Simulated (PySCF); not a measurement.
**Ways to converge the SCF of GeF⁻ (triplet)**

Do solver options change the result for GeF⁻ (triplet), or only the number of cycles?

Method: method and basis as typed in the scripts; program: PySCF 2.14.0.

## (1) Where the work starts

GeF⁻ (triplet): 2 atoms, charge -1, spin multiplicity 3.

Bond lengths: Ge1–F2 1.875 Å.

## (2) Base script

input.py reads:

```python
from pyscf import gto, scf, mp

mol = gto.M(
    atom='Ge 0 0 0; F 0 0 1.875',
    basis='aug-cc-pvdz',
    charge=-1,
    spin=2,
    symmetry=True,
    verbose=4,
)
mf = scf.UHF(mol)
mf.kernel()
mp.MP2(mf, frozen=10).kernel()
mf.dip_moment()
print('orbital energies (hartree):', [e[max(0, n-3):n+3].round(4) for e, n in zip(mf.mo_energy, mol.nelec)])
```

Started as:

```
$ OMP_NUM_THREADS=1 python input.py
```

The log of this run is left out.

Base result: E(SCF) = -2174.822171 Eh, 11 cycles, E(MP2) − E(SCF) = -0.29804 Eh, ⟨S²⟩ = 2.022.

The bond length is a typed value, not an optimised one. The dipole of an ion depends on the origin. The triplet is typed in the script; nothing here shows that it is the ground state.

## (3) Point-group symmetry off

Run 1 changes point-group symmetry: on → off.

input.py reads:

```python
from pyscf import gto, scf, mp

mol = gto.M(
    atom='Ge 0 0 0; F 0 0 1.875',
    basis='aug-cc-pvdz',
    charge=-1,
    spin=2,
    verbose=4,
)
mf = scf.UHF(mol)
mf.kernel()
mp.MP2(mf, frozen=10).kernel()
mf.dip_moment()
print('orbital energies (hartree):', [e[max(0, n-3):n+3].round(4) for e, n in zip(mf.mo_energy, mol.nelec)])
```

Started as:

```
$ OMP_NUM_THREADS=1 python input.py
```

## (4) Damping 0.95

Run 2 changes damping: none → 0.95.

input.py, as its differences from that of step 2:

```diff
@@ -11,2 +11,4 @@
 mf = scf.UHF(mol)
+mf.damp = 0.95
+mf.diis_start_cycle = 8
 mf.kernel()
```

## (5) Cycle limit 200

Run 3 changes cycle limit: 50 → 200.

input.py, as its differences from that of step 2:

```diff
@@ -11,2 +11,3 @@
 mf = scf.UHF(mol)
+mf.max_cycle = 200
 mf.kernel()
```

**Question.** What will these runs give? Wanted: for each run, E(SCF); from base; gap, α spin; after the SCF.

**Answer**, as computed:

```csv
run,E(SCF) (hartree),from base (eV),cycles,"gap, α spin (eV)",after the SCF
base,-2174.822171,0,11,6.40,"MP2 correlation -8.110 eV, core frozen"
point-group symmetry off,-2174.822171,0.0000,11,6.40,"MP2 correlation -8.110 eV, core frozen"
damping 0.95,-2174.822171,0.0000,18,6.40,"MP2 correlation -8.110 eV, core frozen"
cycle limit 200,-2174.822171,0.0000,11,6.40,"MP2 correlation -8.110 eV, core frozen"
```

Distance from each run's final energy (log10 hartree) by cycle:

```csv
run,cycle 1,cycle 2,cycle 3,cycle 5,cycle 8,cycle 12
base,-1.2,-1.5,-2.9,-4.1,-6.9,done
point-group symmetry off,-1.2,-1.5,-2.9,-4.1,-6.9,done
damping 0.95,-1.2,-1.3,-1.4,-1.5,-2.0,-5.0
cycle limit 200,-1.2,-1.5,-2.9,-4.1,-6.9,done
```

No change of the SCF energy comes from point-group symmetry off or damping 0.95 or cycle limit 200. The base needs 11 cycles and the run with damping 0.95 needs 18.
